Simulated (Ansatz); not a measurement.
**TaN: how the settings move a relaxation**

How sensitive is a relaxation of TaN to its settings? A reference run comes first, then two runs with altered input.

Computed with Ansatz 0.2.0 (reference: DFT, LDA, all-electron LAPW, scalar-relativistic, unless a step's input says otherwise).

### 1 The system as given

Symmetry: P-6m2, No. 187, hexagonal system. Conventional cell: a = 2.878 Å, b = 2.878 Å, c = 2.824 Å, α = 90.00°, β = 90.00°, γ = 120.00°. Ta (site symmetry -6m2) has 6 N at 2.18 Å as nearest neighbours. Around N (site symmetry -6m2) lie 6 Ta at 2.18 Å.

Structure file:

```cif
data_structure
_symmetry_space_group_name_H-M 'P-6m2'
_symmetry_Int_Tables_number 187
_cell_length_a 2.8780
_cell_length_b 2.8780
_cell_length_c 2.8241
_cell_angle_alpha 90.000
_cell_angle_beta 90.000
_cell_angle_gamma 120.000
_cell_volume 20.26
loop_
_atom_site_label
_atom_site_type_symbol
_atom_site_symmetry_multiplicity
_atom_site_Wyckoff_symbol
_atom_site_fract_x
_atom_site_fract_y
_atom_site_fract_z
_atom_site_occupancy
Ta1 Ta 1 b 0.00000 0.00000 0.50000 1
N1 N 1 e 0.66667 0.33333 0.00000 1
```

### 2 Baseline

Contents of input.yaml:

```yaml
crystal:
  lattice:
    - [2.8780239874, 0.0, 0.0]
    - [-1.4390119937, 2.4924418858, 0.0]
    - [0.0, 0.0, 2.8241467514]
  atoms:
    - { symbol: Ta, position: [0.3333333333, 0.6666666667, 0.5] }
    - { symbol: "N", position: [0.0, 0.0, 0.0] }
kpoints:
  mp_grid: { grid: [10, 10, 9] }
scf:
  occupations: { method: fermi_dirac, width: 0.02 }
hamiltonian:
  xc: lda
  pseudopotentials: { kind: all_electron, lapw: { basis_error: 0.001 } }
output:
  forces: true
  stress: true
relax:
  f_tol: 0.005
  max_steps: 80
  cell: {}
```

Run with:

```bash
ansatz run input.yaml --threads 1 --pin off --max-ram 2048MiB --backend cpu --events-out ev --progress --plain --runs-dir out
```

From the output:

```text
[...]
Basis set: ecut = 392.590423063183 eV, 381 PW (Γ), exchange–correlation at level 2
[...]
k-points: 70 of 900 (time reversal used)
[...]
SCF iter   1: F=—  HF=-425803.847240 eV  |F-HF|=—  |Δ(HF+E_count)|=         —  Δρ=1.25e-1  dr2=3.48e0  ethr=6.70e-3  ⟨swp⟩=2.0  Hψ=13888  notcnv=0
preconditioner: auto → none  [insulator: Δε(μ)=0.252 eV  Ē_g=24.611 eV  σ=0.020 eV  W_gap=1.00  n_scr=8 (ndim 8)  ℏωp=45.2 eV  f_vac=0.000  D(μ)=0.00/eV (n_scr^D=0)  ε∞_Penn≈4.4]
SCF iter   2: F=—  HF=-425803.235059 eV  |F-HF|=—  |Δ(HF+E_count)|=   6.12e-1  Δρ=7.81e-2  dr2=1.44e0  ethr=6.70e-3  ⟨swp⟩=3.0  Hψ=6718  notcnv=0
[...]
relax step   1: F+E_penalty+E_count = -425802.45363030 eV  Δ(F+E_penalty+E_count) = +0.000e0 eV  max|allowed force component| = 1.850e-17 eV/Å  Δτ_max = 0.0000 Å  P = +11.795 GPa  Ω = 20.258 Å³  (8 SCF iters, accepted)
[...]
Basis set: ecut = 381.56577006638776 eV, 381 PW (Γ), exchange–correlation at level 2
[...]
relax step   2: F+E_penalty+E_count = -425802.46846052 eV  Δ(F+E_penalty+E_count) = -1.483e-2 eV  max|allowed force component| = 9.252e-18 eV/Å  Δτ_max = 0.0000 Å  P = -4.626 GPa  Ω = 21.143 Å³  (6 SCF iters, accepted)
[...]
Basis set: ecut = 384.6257202395888 eV, 381 PW (Γ), exchange–correlation at level 2
[...]
relax step   3: F+E_penalty+E_count = -425802.47475318 eV  Δ(F+E_penalty+E_count) = -6.293e-3 eV  max|allowed force component| = 3.701e-17 eV/Å  Δτ_max = 0.0000 Å  P = -0.651 GPa  Ω = 20.891 Å³  (6 SCF iters, accepted)
[...]
Basis set: ecut = 384.98488888574644 eV, 381 PW (Γ), exchange–correlation at level 2
[...]
relax step   4: F+E_penalty+E_count = -425802.47522223 eV  Δ(F+E_penalty+E_count) = -4.691e-4 eV  max|allowed force component| = 1.041e-17 eV/Å  Δτ_max = 0.0000 Å  P = -0.015 GPa  Ω = 20.862 Å³  (4 SCF iters, accepted)
[...]
SCF iter   1: F=—  HF=-425802.475223 eV  |F-HF|=—  |Δ(HF+E_count)|=         —  Δρ=2.29e-5  dr2=4.98e-8  ethr=9.58e-11  ⟨swp⟩=4.0  Hψ=11391  notcnv=0  reapply=1
[...]
SCF iter   2: F=-425802.475223 eV  HF=-425802.475223 eV  |F-HF|=8.91e-9  |Δ(HF+E_count)|=   3.20e-9  Δρ=1.21e-5  dr2=1.33e-8  ethr=9.58e-11  ⟨swp⟩=2.0  Hψ=6652  notcnv=0
[...]
relax step   5: F+E_penalty+E_count = -425802.47522330 eV  Δ(F+E_penalty+E_count) = -1.074e-6 eV  max|allowed force component| = 2.313e-17 eV/Å  Δτ_max = 0.0000 Å  P = -0.017 GPa  Ω = 20.862 Å³  stress off target by 2.25e-2 GPa  SCF on the basis re-selected at
[...]
SCF converged after 2 iterations
Free energy (F): -425802.475223 eV
[...]
E sigma→0 (E₀):  -425802.475222 eV
[...]
Fermi energy:    26.018409 eV
[...]
  P = ⅓ Tr σ = -0.0166 GPa (-0.166 kbar)
--- Relaxed structure (4 steps of the walk, 4 accepted, 1 SCFs on fresh bases) ---
[...]
```

Run time: 48 s. Hardware: 1 thread of Intel Xeon Platinum 8559C (Emerald Rapids), shared host.

### 3 Variant: f_tol 0.02, max_displacement 0.1

Changes to input.yaml since step 2:

```diff
@@ -19,4 +19,5 @@
 relax:
-  f_tol: 0.005
+  f_tol: 0.02
   max_steps: 80
   cell: {}
+  max_displacement: 0.1
```

Run with:

```bash
ansatz run input.yaml --threads 1 --pin off --max-ram 2048MiB --backend cpu --events-out ev --progress --plain --runs-dir out
```

Log, shortened:

```text
LAPW: plane waves up to 10.151 Å⁻¹, error target 1.0e-3 eV per atom; small_component_spin mean_spin; N in spheres of 0.890 Å, 7 of its electrons in bands, Dirac shells []; Ta in spheres of 1.225 Å, 45 of its electrons in bands, Dirac shells []
[...]
Pseudopotentials: kind: all_electron
Pseudopotential: Ta, LAPW, valence charge 45, Koelling and Harmon's equation, gaussian nucleus
Pseudopotential: N, LAPW, valence charge 7, Koelling and Harmon's equation, gaussian nucleus
Functional definition: SPW92
[...]
Crystal: 2 atoms, lattice volume = 20.258 Å³
Basis set: ecut = 392.590423063183 eV, 381 PW (Γ), exchange–correlation at level 2
Bands: 32, of which v1, the nominal top of the filled ones, is band 26 counted from 1 (25 counted from 0)
Symmetry: 12 space group operations
Space group: P-6m2 (ITA 187), of the structure as read, at distance tolerance 2.7e-5 Å
k-points: 70 of 900 (time reversal used)
[...]
SCF iter   1: F=—  HF=-425803.847240 eV  |F-HF|=—  |Δ(HF+E_count)|=         —  Δρ=1.25e-1  dr2=3.48e0  ethr=6.70e-3  ⟨swp⟩=2.0  Hψ=13888  notcnv=0
[...]
the basis was enlarged: its passes take 309.5 KiB over the memory plan, 1 of 1 planned eigensolver slots
[...]
relax step   1: F+E_penalty+E_count = -425802.45363030 eV  Δ(F+E_penalty+E_count) = +0.000e0 eV  max|allowed force component| = 1.850e-17 eV/Å  Δτ_max = 0.0000 Å  P = +11.795 GPa  Ω = 20.258 Å³  (8 SCF iters, accepted)
[...]
relax step   4: F+E_penalty+E_count = -425802.47522223 eV  Δ(F+E_penalty+E_count) = -4.691e-4 eV  max|allowed force component| = 1.041e-17 eV/Å  Δτ_max = 0.0000 Å  P = -0.015 GPa  Ω = 20.862 Å³  (4 SCF iters, accepted)
[...]
relax step   5: F+E_penalty+E_count = -425802.47522330 eV  Δ(F+E_penalty+E_count) = -1.074e-6 eV  max|allowed force component| = 2.313e-17 eV/Å  Δτ_max = 0.0000 Å  P = -0.017 GPa  Ω = 20.862 Å³  stress off target by 2.25e-2 GPa  SCF on the basis re-selected at this cell (its energy is not [...]
SCF converged after 2 iterations
Free energy (F): -425802.475223 eV
[...]
E sigma→0 (E₀):  -425802.475222 eV
Entropy (-TS):   -0.000002 eV (-0.001 meV/atom)
Fermi energy:    26.018409 eV
[...]
--- Forces (eV/Å), atoms counted from 1 ---
  atom   1  Ta     0.00000000     0.00000000     0.00000000
  atom   2  N      0.00000000    -0.00000000    -0.00000000
[...]
--- Stress (GPa, compression-positive) ---
       -0.013643       0.000000      -0.000000
        0.000000      -0.013643       0.000000
       -0.000000       0.000000      -0.022515
  P = ⅓ Tr σ = -0.0166 GPa (-0.166 kbar)
--- Relaxed structure (4 steps of the walk, 4 accepted, 1 SCFs on fresh bases) ---
  F+E_penalty+E_count = -425802.47522330 eV   max|allowed force component| = 2.313e-17 eV/Å   (the final SCF, on the basis selected at the relaxed cell)
  cell:  # Å, volume = 20.8618 Å³
    - [2.9066889558543316, -1.0844213333896755e-33, 0.0]
    - [-1.4533444779271658, 2.517266476669516, 0.0]
    - [0.0, 0.0, 2.8511691592203356]
  atoms:
    - { symbol: Ta, position: [0.33333333333333337, 0.6666666666666667, 0.5000000000000001] }
    - { symbol: N, position: [0.0, -2.7755575615628914e-17, 0.0] }
```

It took 59 s on 1 thread of Intel Xeon Platinum 8559C (Emerald Rapids), shared host.

Energy and cycle count are those of the reference, so the change (convergence setting and walk settings) left the result and the number of cycles as they were.

### 4 Changing settings: hubbard.sites [{species: Ta, l: d, u_eff: 3.0}], hubbard.double_counting amf

Changes to input.yaml since step 2:

```diff
@@ -15,2 +15,3 @@
   pseudopotentials: { kind: all_electron, lapw: { basis_error: 0.001 } }
+  hubbard: { sites: [{ species: Ta, l: d, u_eff: 3.0 }], double_counting: amf }
 output:
```

Run with:

```bash
ansatz run input.yaml --threads 1 --pin off --max-ram 2048MiB --backend cpu --events-out ev --progress --plain --runs-dir out
```

Log, shortened:

```text
Ta: projections on atomic orbitals take those of the free atom 1s2 2s2 2p6 3s2 3p6 3d10 4s2 4p6 4d10 4f14 5s2 5p6 5d3 6s2, of charge +0.00 (hamiltonian.pseudopotentials.projection_atoms)
N: projections on atomic orbitals take those of the free atom 1s2 2s2 2p3, of charge +0.00 (hamiltonian.pseudopotentials.projection_atoms)
LAPW: plane waves up to 10.151 Å⁻¹, error target 1.0e-3 eV per atom; small_component_spin mean_spin; N in spheres of 0.890 Å, 7 of its electrons in bands, Dirac shells []; Ta in spheres of 1.225 Å, 45 of its electrons in bands, Dirac shells []
[...]
[... 4 set-up lines as earlier in the session ...]
[...]
Crystal: 2 atoms, lattice volume = 20.258 Å³
[...]
--- Forces (eV/Å), atoms counted from 1 ---
  atom   1  Ta    -0.00000000     0.00000000     0.00000000
  atom   2  N     -0.00000000     0.00000000     0.00000000
[...]
--- Stress (GPa, compression-positive) ---
       -0.003234       0.000000       0.000000
       -0.000000      -0.003234       0.000000
        0.000000       0.000000      -0.044148
  P = ⅓ Tr σ = -0.0169 GPa (-0.169 kbar)
Occupation matrices written to <dir>
--- Relaxed structure (4 steps of the walk, 4 accepted, 1 SCFs on fresh bases) ---
  F+E_penalty+E_count = -425802.57383425 eV   max|allowed force component| = 1.156e-17 eV/Å   (the final SCF, on the basis selected at the relaxed cell)
  cell:  # Å, volume = 20.8863 Å³
    - [2.910704121574123, -1.3013056000676106e-32, 0.0]
    - [-1.4553520607870616, 2.5207437121832594, 0.0]
    - [0.0, 0.0, 2.8466501587978037]
  atoms:
    - { symbol: Ta, position: [0.3333333333333333, 0.6666666666666666, 0.49999999999999994] }
    - { symbol: N, position: [0.0, -2.7755575615628914e-17, 0.0] }
```

Wall time 71 s (1 thread of Intel Xeon Platinum 8559C (Emerald Rapids), shared host).

Changing the Hubbard U moves the energy by -49.3 meV/atom. The U term adds an energy of its own, so the shift says nothing about which run is better. Cost: 27 SCF cycles against 26, 71 s against 48 s.

### 5 Side by side

| run | ending | energy change | pressure (GPa) | gap (eV) | force (eV/Å) | cycles | time |
| --- | --- | --- | --- | --- | --- | --- | --- |
| reference | converged | 0 | 0.0 | 0.00 | 0.00 | 26 | 48 s |
| 1: f_tol 0.02, max_displacement 0.1 | converged | 0.0 meV/atom | 0.0 | 0.00 | 0.00 | 26 | 59 s |
| 2: hubbard.sites [{species: Ta, l: d, u_eff: 3.0}], hubbard.double_counting amf | converged | -49.3 meV/atom (U changed: no physical gain or loss) | 0.0 | 0.00 | 0.00 | 27 | 71 s |

«f_tol 0.02, max_displacement 0.1» leaves the energy as it was. A changed U is a change of model: its shifts are not errors of convergence.
